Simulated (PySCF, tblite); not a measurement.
**C5H8NO radical: geometry, infrared bands and EPR parameters**

Aim: predict the infrared bands and EPR parameters of C5H8NO radical (`C/C=N\[CH]CC=O`).

Computed with tblite 0.8.0 and PySCF 2.14.0, with density-fitted response routines of our own, on a single molecule in the gas phase. Atoms are numbered from 0 throughout.

### Step 1. The starting structure

15 atoms, charge 0, multiplicity 2; geometry from: force field or distance geometry start.

Bonds of the start (Å): C0–C1 1.48, C1–N2 1.30, N2–C3 1.42, C3–C4 1.51, C4–C5 1.50, C5–O6 1.25, C0–H7 1.10, C0–H8 1.11, C0–H9 1.13, C1–H10 1.08, C3–H11 1.11, C4–H12 1.10, C4–H13 1.12, C5–H14 1.08.

### Step 2. Relaxing the molecule with GFN2-xTB

Job settings and geometry (Å):

```
{"job": {"kind": "relax", "xc": "GFN2-xTB", "basis": "xTB"}, "charge": 0, "multiplicity": 2}
C     -2.202800     0.211200     0.038600
C     -1.478800     0.079400    -1.245100
N     -0.305500    -0.461800    -1.340300
C      0.282000    -0.935900    -0.138600
C      1.762500    -0.692600    -0.294700
C      2.139400     0.663400     0.212400
O      3.327500     1.031700     0.144800
H     -2.182900    -0.698000     0.658800
H     -1.796600     1.096300     0.574000
H     -3.275400     0.438300    -0.226200
H     -1.928200     0.441000    -2.161500
H     -0.138400    -0.462100     0.773000
H      2.386300    -1.432800     0.220500
H      1.967000    -0.631000    -1.393300
H      1.439400     1.361000     0.650100
```

Command:

```bash
$ OMP_NUM_THREADS=1 python probes_run.py task.json out
```

One launch serves the whole session: the jobs run in the order shown.

**Question.** This job is followed by: GFN2-xTB harmonic vibrations, gas phase; UKS B3LYP, pcH-1 on C H N O, non-relativistic, mean-field spin-orbit, GIAO. What will the session give for the following? strongest single infrared mode (GFN2-xTB); zero-point energy (GFN2-xTB); g(iso) (B3LYP); ⟨S²⟩; largest a(iso) (averaged by class); surface potential, 1st and 99th percentile.

**Answer**, as computed:

```
                                 quantity                  value
strongest single infrared mode (GFN2-xTB)  1755 cm⁻¹, 661 km/mol
             zero-point energy (GFN2-xTB)          73.7 kcal/mol
                           g(iso) (B3LYP)                2.00275
                                     ⟨S²⟩     0.767 (exact 0.75)
       largest a(iso) (averaged by class)    13C on C3, 72.3 MHz
    surface potential, 1st and 99th percentile     -1.64 V and 0.96 V
```

In words: The optimisation took 139 steps and gained 1.268 eV; among the close pairs (by a distance rule), N2–C3 changed most, from 1.419 to 1.304 Å. All 39 modes are real, so the xTB geometry is a minimum. The strongest single mode, at 1755 cm⁻¹, moves mainly C5 and O6. Unscaled tight-binding wavenumbers are off by several per cent, some by more. Its intensities can rank the bands wrongly. The largest spin populations lie on C3 (0.55 e), C1 (0.52 e). The isotropic g lies 0.4 ppt above the free-electron value.
